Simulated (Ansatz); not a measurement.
# TaN: the cost of one run

Method: DFT r²SCAN+U (U_eff = 2 eV on Ta d), plane waves, PAW, no spin–orbit coupling unless a run says so, in Ansatz 0.2.0.

## Step 1: The system as given

It takes space group Fm-3m (No. 225, cubic). The conventional cell has a = 4.358 Å, b = 4.358 Å, c = 4.358 Å, α = 90.00°, β = 90.00°, γ = 90.00°. Around Ta (site symmetry m-3m) lie 6 N at 2.18 Å. N (site symmetry m-3m) has 6 Ta at 2.18 Å as nearest neighbours.

As a file:

```
Ta N
1.0
     0.00000    2.17900    2.17900
     2.17900    0.00000    2.17900
     2.17900    2.17900    0.00000
Ta N
1 1
Direct
  0.50000 0.50000 0.50000
  0.00000 0.00000 0.00000
```

Magnetic order typed: ferromagnetic.

An earlier series on this cell reached its lowest free state from «random orbitals: fully mixed, first filling», perhaps among other starts.

## Step 2: Random orbitals: single harmonics, second filling

input.yaml

```yaml
crystal:
  lattice:
    - [0.0, 2.17900131, 2.17900131]
    - [2.17900131, 0.0, 2.17900131]
    - [2.17900131, 2.17900131, 0.0]
  atoms:
    - { symbol: Ta, position: [0.5, 0.5, 0.5], spin: 0.3 }
    - { symbol: "N", position: [0.0, 0.0, 0.0] }
basis:
  ecutwfc: 500
  ecutrho_ratio: 4
kpoints:
  mp_grid: { grid: [7, 7, 7] }
hamiltonian:
  xc: r2scan
  hubbard:
    sites:
      - { site: 0, l: d, u_eff: 2.0, starting_ns: [{ spin: up, occupation_matrix: s0up }, { spin: down, occupation_matrix: s0down }] }
    occupation_matrices:
      s0up:
        matrix:
          - [0.97, 0.0, 0.0, 0.0, 0.0]
          - [0.0, 0.02, 0.0, 0.0, 0.0]
          - [0.0, 0.0, 0.02, 0.0, 0.0]
          - [0.0, 0.0, 0.0, 0.02, 0.0]
          - [0.0, 0.0, 0.0, 0.0, 0.02]
      s0down:
        matrix:
          - [0.97, 0.0, 0.0, 0.0, 0.0]
          - [0.0, 0.02, 0.0, 0.0, 0.0]
          - [0.0, 0.0, 0.02, 0.0, 0.0]
          - [0.0, 0.0, 0.0, 0.02, 0.0]
          - [0.0, 0.0, 0.0, 0.0, 0.02]
    ns_hold: { iters: 12 }
scf:
  occupations: { method: gaussian, width: 0.05 }
  lower_state_search: "off"
  max_iter: 150
output:
  forces: true
  stress: true
  eigenvalues: true
  populations: true
  hubbard: { sites: [{ site: 0, l: d }] }
magnetization:
  spin_polarized: true
```

The typed matrices put 0.97 on the chosen orbitals and 0.02 on the others, and are held for 12 cycles.

Started as:

```console
> ansatz run input.yaml --threads 2 --pin off --max-ram 3072MiB --backend cpu --events-out ev --progress --plain --runs-dir out
```

**Question.** How long does this run take on 2 threads of Arm Neoverse V2, shared host, and how much memory does it need?

About 5.3 s, with a peak of 0.36 GiB.
